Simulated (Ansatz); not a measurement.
# CeO2: the cost of one run

Computed with Ansatz 0.2.0 (DFT rPW86-PBE + rVV10, scalar-relativistic, plane waves, PAW, unless a step's input says otherwise).

2 further runs of the same task are left out: 1 that didn't finish, 1 set aside as unsound or not needed.

## (1) The starting structure

Symmetry: Fm-3m, No. 225, cubic system. Conventional cell: a = 5.410 Å, b = 5.410 Å, c = 5.410 Å, α = 90.00°, β = 90.00°, γ = 90.00°. Around Ce (site symmetry m-3m) lie 8 O at 2.34 Å. O (site symmetry -43m) is surrounded by 4 Ce at 2.34 Å.

Structure file:

```cif
data_structure
_symmetry_space_group_name_H-M 'Fm-3m'
_symmetry_Int_Tables_number 225
_cell_length_a 5.4097
_cell_length_b 5.4097
_cell_length_c 5.4097
_cell_angle_alpha 90.000
_cell_angle_beta 90.000
_cell_angle_gamma 90.000
_cell_volume 158.32
loop_
_atom_site_label
_atom_site_type_symbol
_atom_site_symmetry_multiplicity
_atom_site_Wyckoff_symbol
_atom_site_fract_x
_atom_site_fract_y
_atom_site_fract_z
_atom_site_occupancy
Ce1 Ce 4 a 0.00000 0.00000 0.00000 1
O1 O 8 c 0.25000 0.75000 0.75000 1
```

At PBE, an earlier run found 5.60 GPa for this cell of 13.193 Å³/atom (8×8×8 mesh), gap on the mesh 1.99 eV. The cell is compressed at this level.

## (2) At the given cell

The input, input.yaml:

```yaml
crystal:
  lattice:
    - [0.0, 2.7048609279, 2.7048609279]
    - [2.7048609279, 0.0, 2.7048609279]
    - [2.7048609279, 2.7048609279, 0.0]
  atoms:
    - { symbol: Ce, position: [0.0, 0.0, 0.0] }
    - { symbol: O, position: [0.25, 0.25, 0.25] }
    - { symbol: O, position: [0.75, 0.75, 0.75] }
basis:
  ecutwfc: 420
  ecutrho_ratio: 4
kpoints:
  mp_grid: { grid: [8, 8, 8] }
hamiltonian:
  xc: { exchange: rpw86, correlation: pbe }
  dispersion: rvv10
scf:
  occupations: { method: gaussian, width: 0.05 }
output:
  forces: true
  stress: true
  eigenvalues: true
```

Launch:

```console
$ ansatz run input.yaml --threads 4 --pin off --max-ram 6144MiB --backend cpu --events-out ev --progress --plain --runs-dir out
```

**Question.** How long does this run take on 4 threads of Arm Neoverse V1, shared host, and how much memory does it need?

About 1.5 s, with a peak of 0.31 GiB.
